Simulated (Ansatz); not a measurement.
# SnHBr₃: inputs that go wrong

Aim: try 5 inputs for SnHBr₃ as typed, read how each ends, and find what has to change.

Method: the settings change from run to run; program: Ansatz 0.2.0, Gaussian basis.

### Step 1. The molecule

The geometry comes from an earlier relaxation with PBE0-D4 in a triple-zeta def2 set; it is a stationary point. Sn takes a core potential in def2 sets; no spin-orbit term is included.

SMILES `[Br][SnH]([Br])[Br]`, 5 atoms, charge 0, spin multiplicity 1.

Atoms are counted from 1 here; the program's logs count them from 0.

Bond lengths: Br1–Sn2 2.454 Å, Sn2–Br3 2.454 Å, Sn2–Br4 2.454 Å, Sn2–H5 1.696 Å. Angles: Br1–Sn2–Br3 108.1°, Br1–Sn2–Br4 108.1°, Br1–Sn2–H5 110.8°, Br3–Sn2–Br4 108.1°, Br3–Sn2–H5 110.8°, Br4–Sn2–H5 110.8°.

### Step 2. Input 1

in.yaml

```yaml
crystal:
  periodic: [false, false, false]
  atoms:
    - {symbol: Br, position_ang: [-1.590486, 0.441611, 2.005860]}
    - {symbol: Sn, position_ang: [0.125861, 0.245952, 0.188462]}
    - {symbol: Br, position_ang: [1.369545, -2.123982, 0.457443]}
    - {symbol: Br, position_ang: [-0.823024, -0.126732, -2.387024]}
    - {symbol: H, position_ang: [1.336900, 1.158891, -0.386165]}
basis:
  gaussian: {orbitals: ANO-RCC-VTZP, fitting: {mean_field: cc-pVTZ-jkfit}}
hamiltonian: {xc: {name: wB97X}}
```

Started as:

```console
ansatz run in.yaml --threads 4 --pin off --events-out ev --progress --plain --max-ram 10444MiB
```

Log:

```text
Functional definition: wB97X
  name "wB97X"
  cite "Chai & Head-Gordon, J. Chem. Phys. 128, 084106 (2008) doi:10.1063/1.2834918"
  cite "Becke, J. Chem. Phys. 107, 8554 (1997) doi:10.1063/1.475007"
  parameter omega = 0.3/bohr
  parameter cx = 0.157706
  parameter cx1 = 0.726479
  parameter cx2 = 1.04760
  parameter cx3 = -5.70635
  parameter cx4 = 13.2794
  parameter css1 = -4.33879
  parameter css2 = 18.2308
  parameter css3 = -31.7430
  parameter css4 = 17.2901
  parameter cos1 = 2.37031
  parameter cos2 = -11.3995
  parameter cos3 = 6.58405
  parameter cos4 = -3.78132
  # The coefficients of nought are those of the uniform gas.
  exchange = spin_sum(e_x_unif_sr(omega)*poly(b97_u_x, 1 - cx, cx1, cx2, cx3, cx4)) + cx*exact_x_sr(omega)
      + exact_x_lr(omega)
  correlation = spin_sum(e_c_pw_same_spin*poly(b97_u_same, 1, css1, css2, css3, css4))
      + integral(e_c_pw_opposite_spin*poly(b97_u_opposite, 1, cos1, cos2, cos3, cos4))
Error: <dir> the basis set cc-pVTZ-JKFIT has no functions for Sn
```

Wall time 0.61 s (4 threads of Intel Xeon at 2.50GHz, shared host).

What is wrong: Refused before any calculation. The fitting set named has no entry for an element of this molecule. Cure: leave the fitting key out, or name a set that covers all elements and suits the basis. Its coordinates are also moved off the relaxed structure.

### Step 3. Input 2

in.yaml

```yaml
crystal:
  periodic: [false, false, false]
  atoms:
    - {symbol: Br, position_ang: [-1.495655, 0.472096, 1.739008]}
    - {symbol: Sn, position_ang: [0.181048, 0.091959, 0.013322]}
    - {symbol: Br, position_ang: [1.216897, -2.084864, 0.392866]}
    - {symbol: Br, position_ang: [-1.120718, 0.041325, -2.127055]}
    - {symbol: H, position_ang: [1.355935, 1.362393, -0.019779]}
basis:
  gaussian: {orbitals: ANO-RCC-VTZP}
hamiltonian: {xc: {name: PBE-QIDH}}
accuracy: high
scf: {lower_state_search: light}
output: {forces: true}
```

Launched as before.

Log:

```text
Functional definition: PBE-QIDH
  name "PBE-QIDH"
  cite "Brémond, Sancho-García, Pérez-Jiménez & Adamo, J. Chem. Phys. 141, 031101 (2014) doi:10.1063/1.4890314"
  cite "Perdew, Burke & Ernzerhof, Phys. Rev. Lett. 77, 3865 (1996) doi:10.1103/PhysRevLett.77.3865"
  parameter a = 3^(-1/3)
  parameter c = 1/3
  exchange = (1 - a)*pbe_x + a*exact_x
  correlation = (1 - c)*pbe_c + c*(mp2_os + mp2_ss)
3663 factors; integrals over basis functions are off by at most 4.8e-9 eV
mean field evaluation 1: about -380760.3901 eV, gradient 1.8e1 eV
mean field evaluation 2: about -380760.5681 eV, gradient 1.8e1 eV
mean field evaluation 4: about -380761.6035 eV, gradient 1.5e0 eV
mean field evaluation 8: about -380761.6165 eV, gradient 3.2e-2 eV
mean field evaluation 16: about -380761.6165 eV, gradient 4.7e-5 eV
mean field -380761.61651523 eV, -13992.7313174414 hartree, gradient 2.5e-8 eV, S^2 0.000000; 0 other end points of the search recorded, 0 dependent functions left out
45 core orbitals not correlated: weight in the atoms' cores, before any rotation towards them, 1.000 or more for the frozen orbitals, at most 0.000 for the correlated occupied ones
reference -380761.61651718 eV, -13992.7313175131 hartree; 33, 33 occupied and 133, 133 virtual orbitals, 3663 factors
second order -35.27562126 eV of doubles, -0.00000000 eV of singles
the calculation of the forces begins
```

Run time: 8.7 min. Hardware: 4 threads of Intel Xeon at 2.50GHz, shared host.

Time ran out.

### Step 4. Input 3

in.yaml

```yaml
crystal:
  periodic: [false, false, false]
  atoms:
    - {symbol: Br, position_ang: [-3.303998, 1.142345, 3.895559]}
    - {symbol: Sn, position_ang: [0.299330, 0.261635, -0.027162]}
    - {symbol: Br, position_ang: [2.615760, -4.532310, 0.867458]}
    - {symbol: Br, position_ang: [-2.359487, -0.008326, -4.718243]}
    - {symbol: H, position_ang: [2.858175, 2.974737, -0.108692]}
basis:
  gaussian: {orbitals: def2-mTZVPP}
hamiltonian: {xc: {name: B3LYP5}}
accuracy: high
output: {forces: true}
```

Same command.

Log:

```text
Functional definition: B3LYP5
  name "B3LYP5"
  cite "Stephens, Devlin, Chabalowski & Frisch, J. Phys. Chem. 98, 11623 (1994) doi:10.1021/j100096a001"
  cite "Becke, Phys. Rev. A 38, 3098 (1988) doi:10.1103/PhysRevA.38.3098"
  cite "Lee, Yang & Parr, Phys. Rev. B 37, 785 (1988) doi:10.1103/PhysRevB.37.785"
  cite "Vosko, Wilk & Nusair, Can. J. Phys. 58, 1200 (1980) doi:10.1139/p80-159"
  parameter a0 = 0.2
  parameter ax = 0.72
  parameter ac = 0.81
  exchange = (1 - a0 - ax)*slater_x + ax*b88_x + a0*exact_x
  correlation = (1 - ac)*vwn5_c + ac*lyp_c
2367 factors; integrals over basis functions are off by at most 8.1e-9 eV
mean field evaluation 1: about -215949.1768 eV, gradient 3.6e1 eV
mean field evaluation 2: about -215097.2842 eV, gradient 2.6e2 eV
mean field evaluation 4: about -215763.1907 eV, gradient 9.9e1 eV
mean field evaluation 8: about -215968.3376 eV, gradient 1.1e0 eV
mean field evaluation 16: about -215968.5284 eV, gradient 9.3e-2 eV
mean field evaluation 32: about -215965.5322 eV, gradient 2.3e1 eV
mean field evaluation 64: about -215968.5285 eV, gradient 1.4e-2 eV
mean field evaluation 96: about -215968.5279 eV, gradient 2.1e-2 eV
mean field evaluation 128: about -215962.0440 eV, gradient 1.9e1 eV
mean field evaluation 160: about -215967.8361 eV, gradient 8.3e0 eV
Error: SIGTERM received: run cancelled behind 169 evaluations of the mean field
```

It took 91 s on 4 threads of Intel Xeon at 2.50GHz, shared host.

What is wrong: The run hit its time limit. The geometry is stretched to more than twice its size. The shortest distance is 3.73 Å (Sn2–H5), against 1.70 Å in the relaxed molecule. Fix: use the relaxed coordinates.

### Step 5. Input 4

in.yaml

```yaml
crystal:
  periodic: [false, false, false]
  atoms:
    - {symbol: Br, position_ang: [-1.332769, 0.549751, 1.693199]}
    - {symbol: Sn, position_ang: [0.216899, 0.053992, -0.118809]}
    - {symbol: Br, position_ang: [1.097479, -2.118914, 0.533886]}
    - {symbol: Br, position_ang: [-1.275640, -0.053154, -2.267407]}
    - {symbol: H, position_ang: [1.032231, 1.561061, -0.168039]}
basis:
  gaussian: {orbitals: def2-TZVPP, final_grid: {core_spheres: 20, valence_spheres: 16, degree: 47}}
hamiltonian: {xc: {name: BLYP}, dispersion: d3bjatm}
scf: {max_iter: 3}
output: {forces: true}
```

Same command.

Log:

```text
Error: invalid value for `basis.gaussian`: such a run doesn't read scf.max_iter; remove what it names
```

Run time: 0.05 s. Hardware: 4 threads of Intel Xeon at 2.50GHz, shared host.

**Diagnosis.** The program refused the input. The input holds a key that doesn't belong there. Its coordinates are also moved off the relaxed structure. Cure: remove the key, or spell it as the input reference has it.

### Step 6. Input 5

in.yaml

```yaml
crystal:
  periodic: [false, false, false]
  atoms:
    - {symbol: Br, position_ang: [-1.501817, 0.519248, 1.770709]}
    - {symbol: Sn, position_ang: [0.136059, 0.118925, -0.012346]}
    - {symbol: Br, position_ang: [1.188982, -2.060141, 0.394299]}
    - {symbol: Br, position_ang: [-1.072494, -0.003785, -2.144656]}
    - {symbol: H, position_ang: [1.299170, 1.352153, -0.049406]}
basis:
  gaussian: {orbitals: ANO-RCC-VTZP}
magnetization: {spin_polarized: true, initial_magnetization: 1}
hamiltonian: {xc: {name: B3LYP5}}
output: {forces: true}
```

Launched as before.

Log:

```text
Error: a molecule whose nuclei and cores have a total charge of 156 cannot have a net charge of 0 together with 1 unpaired electrons
```

It took 0.05 s on 4 threads of Intel Xeon at 2.50GHz, shared host.

What is wrong: The program refused the input. The number of unpaired electrons doesn't fit the electron count. Fix: make charge and initial_magnetization agree: an even electron count takes an even number of unpaired electrons.

### Step 7. Summary

```csv
input,level,ended,cause,time
1,wB97X/ANO-RCC-VTZP,refused,the fitting set named has no entry for an element of this molecule,0.61 s
2,PBE-QIDH/ANO-RCC-VTZP,timeout,the time limit,8.7 min
3,B3LYP5/def2-mTZVPP,timeout,the geometry is stretched to more than twice its size,91 s
4,BLYP/def2-TZVPP,refused,the input holds a key that doesn't belong there,0.05 s
5,B3LYP5/ANO-RCC-VTZP,refused,the number of unpaired electrons doesn't fit the electron count,0.05 s
```

**Reading.** 3 refused, 2 timeout. A refusal costs next to no computing time.
